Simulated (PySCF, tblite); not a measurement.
# C6H9NS: geometry, infrared bands and NMR shifts

What infrared bands and NMR shifts should C6H9NS (`C[C@@H](S)[C@H]1C[C@@H]1C#N`) show?

The runs use tblite 0.8.0 and PySCF 2.14.0, with density-fitted response routines of our own; the level of theory stands in each step. All values are computed, except where a source is named. Atoms are numbered from 0 throughout.

**1. The molecule as given**

17 atoms, charge 0, multiplicity 1; geometry from: force field or distance geometry start.

Bonds of the start (Å): C0–C1 1.51, C1–S2 1.80, C1–C3 1.52, C3–C4 1.51, C4–C5 1.51, C5–C6 1.47, C6–N7 1.16, C5–C3 1.51, C0–H8 1.09, C0–H9 1.13, C0–H10 1.12, C1–H11 1.10, S2–H12 1.39, C3–H13 1.11, C4–H14 1.09, C4–H15 1.13, C5–H16 1.11.

**2. Relaxing the molecule with GFN2-xTB**

Job settings and geometry (Å):

```
{"job": {"kind": "relax", "xc": "GFN2-xTB", "basis": "xTB"}, "charge": 0, "multiplicity": 1}
C     -2.013200    -0.601700     0.236800
C     -0.936100     0.059900    -0.591100
S     -1.654000     1.555700    -1.276400
C      0.307400     0.354400     0.225000
C      0.952600    -0.852900     0.854100
C      1.572900    -0.218900    -0.366700
C      2.775100     0.584500    -0.099700
N      3.722500     1.230000     0.107100
H     -2.053300    -0.146000     1.230800
H     -2.965100    -0.459500    -0.354100
H     -1.885800    -1.710900     0.285900
H     -0.633200    -0.628100    -1.400000
H     -1.033900     2.716300    -0.829700
H      0.394300     1.315400     0.783400
H      0.570500    -1.854500     0.684100
H      1.423200    -0.636800     1.857900
H      1.449300    -0.694800    -1.357200
```

The run is started by

```sh
> OMP_NUM_THREADS=1 python probes_run.py task.json out
```

One launch serves the whole session: the jobs run in the order shown.

**Question.** This job is followed by: GFN2-xTB harmonic vibrations, gas phase; GIAO PBE0/pcSseg-1 NMR shielding, non-relativistic, gas phase. Predict these results of the whole session: strongest single infrared mode (GFN2-xTB); zero-point energy (GFN2-xTB); 13C shifts against TMS (PBE0/pcSseg-1); 1H shifts against TMS (PBE0/pcSseg-1, means over atoms taken as alike); 33S shifts against CS2 (PBE0/pcSseg-1); 15N shifts against NH3 (PBE0/pcSseg-1).

The runs gave:

```
                                                              quantity                                         value
                             strongest single infrared mode (GFN2-xTB)                         2401 cm⁻¹, 250 km/mol
                                          zero-point energy (GFN2-xTB)                                 83.5 kcal/mol
                                13C shifts against TMS (PBE0/pcSseg-1)        126.1, 48.5, 36.7, 29.4, 21.7, 6.2 ppm
1H shifts against TMS (PBE0/pcSseg-1, means over atoms taken as alike)  1.84, 1.60, 1.43, 1.28, 1.13, 1.05, 0.89 ppm
                                33S shifts against CS2 (PBE0/pcSseg-1)                                         0 ppm
                                15N shifts against NH3 (PBE0/pcSseg-1)                                     291.3 ppm
```

The optimisation took 116 steps and gained 0.797 eV; among the close pairs (by a distance rule), S2–H12 changed most, from 1.390 to 1.331 Å. All 45 modes are real, so the xTB geometry is a minimum. The strongest single mode, at 2401 cm⁻¹, moves mainly C6 and N7. GFN2-xTB is a fitted tight-binding method: band positions and strengths are rough. Its intensities can rank the bands wrongly. At PBE0/pcSseg-1: The largest span, 514 ppm, is at N7, where the paramagnetic term is -364 ppm.
